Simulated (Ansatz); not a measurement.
**CdAuC4N4: what a guessed cell relaxes into**

Aim: relax a trial structure of CdAuC4N4 and see where it ends.

Method: DFT PBE, scalar-relativistic, plane waves, PAW, in Ansatz 0.2.0.

2 further runs of the same task are left out: 1 that didn't finish, 1 set aside as unsound or not needed.

## (1) Starting point

The structure is cubic, space group P-43m (No. 215). The conventional cell has a = 5.987 Å, b = 5.987 Å, c = 5.987 Å, α = 90.00°, β = 90.00°, γ = 90.00°. Cd (site symmetry -43m) is surrounded by 4 N at 2.10 Å. Around C (site symmetry 3m) lie 1 N at 1.17 Å and 1 Au at 1.92 Å. Au (site symmetry -43m) has 4 C at 1.92 Å in its first shell of neighbours. N (site symmetry 3m) has 1 C at 1.17 Å in its first shell of neighbours.

As a file:

```cif
data_structure
_symmetry_space_group_name_H-M 'P-43m'
_symmetry_Int_Tables_number 215
_cell_length_a 5.9865
_cell_length_b 5.9865
_cell_length_c 5.9865
_cell_angle_alpha 90.000
_cell_angle_beta 90.000
_cell_angle_gamma 90.000
_cell_volume 214.55
loop_
_atom_site_label
_atom_site_type_symbol
_atom_site_symmetry_multiplicity
_atom_site_Wyckoff_symbol
_atom_site_fract_x
_atom_site_fract_y
_atom_site_fract_z
_atom_site_occupancy
Cd1 Cd 1 b 0.50000 0.50000 0.50000 1
C1 C 4 e 0.18488 0.18488 0.18488 1
Au1 Au 1 a 0.00000 0.00000 0.00000 1
N1 N 4 e 0.29771 0.29771 0.29771 1
```

Recipe of the guess: two interpenetrating cyanide-bridged diamond nets (P-43m, No. 215). Lengths come from tabulated atomic sizes and are only a guess.

## (2) A first look at the guess

File input.yaml:

```yaml
crystal:
  lattice:
    - [5.98654494, 0.0, 0.0]
    - [0.0, 5.98654494, 0.0]
    - [0.0, 0.0, 5.98654494]
  atoms:
    - { symbol: Cd, position: [0.5, 0.5, 0.5] }
    - { symbol: C, position: [0.184878, 0.184878, 0.184878] }
    - { symbol: C, position: [0.184878, 0.815122, 0.815122] }
    - { symbol: C, position: [0.815122, 0.184878, 0.815122] }
    - { symbol: C, position: [0.815122, 0.815122, 0.184878] }
    - { symbol: Au, position: [0.0, 0.0, 0.0] }
    - { symbol: "N", position: [0.29771434, 0.29771434, 0.29771434] }
    - { symbol: "N", position: [0.29771434, 0.70228566, 0.70228566] }
    - { symbol: "N", position: [0.70228566, 0.29771434, 0.70228566] }
    - { symbol: "N", position: [0.70228566, 0.70228566, 0.29771434] }
basis:
  ecutwfc: 420
kpoints:
  mp_grid: { grid: [4, 4, 4] }
hamiltonian:
  xc: pbe
scf:
  occupations: { method: gaussian, width: 0.1 }
  lower_state_search: "off"
output:
  forces: true
  stress: true
  eigenvalues: true
```

Command:

```console
$ ansatz run input.yaml --threads 1 --pin off --max-ram 2560MiB --backend cpu --events-out ev --progress --plain --runs-dir out
```

The session goes on with these runs: spin check on a coarse mesh; coarse relaxation; full relaxation.

**Question.** What will these runs give? Wanted: conventional cell; volume; energy over the elements; gap on the mesh; total moment.

As calculated:

```
                                                              quantity                                                                      value
                                symmetry at the end (tolerance 0.05 Å)                                                space group P-43m (No. 215)
                                                     conventional cell  a = 6.285 Å, b = 6.285 Å, c = 6.285 Å, α = 90.00°, β = 90.00°, γ = 90.00°
                                                                volume                                                              24.83 Å³/atom
energy over the elements (uncorrected; H, N, O, F and Cl as molecules)                                                              +0.62 eV/atom
                                                       gap on the mesh                                                               none (metal)
                                                          total moment                                                               1.00 μB/cell
```

In words: The space group P-43m (No. 215) is kept, and the volume per atom grows by 15.7 % from the first guess. With a positive formation energy it can't be a ground state. No finished test with a distortion of lower symmetry is shown, so the end may be a saddle point. The runs treat Au without spin-orbit coupling. Other magnetic orders were not searched.
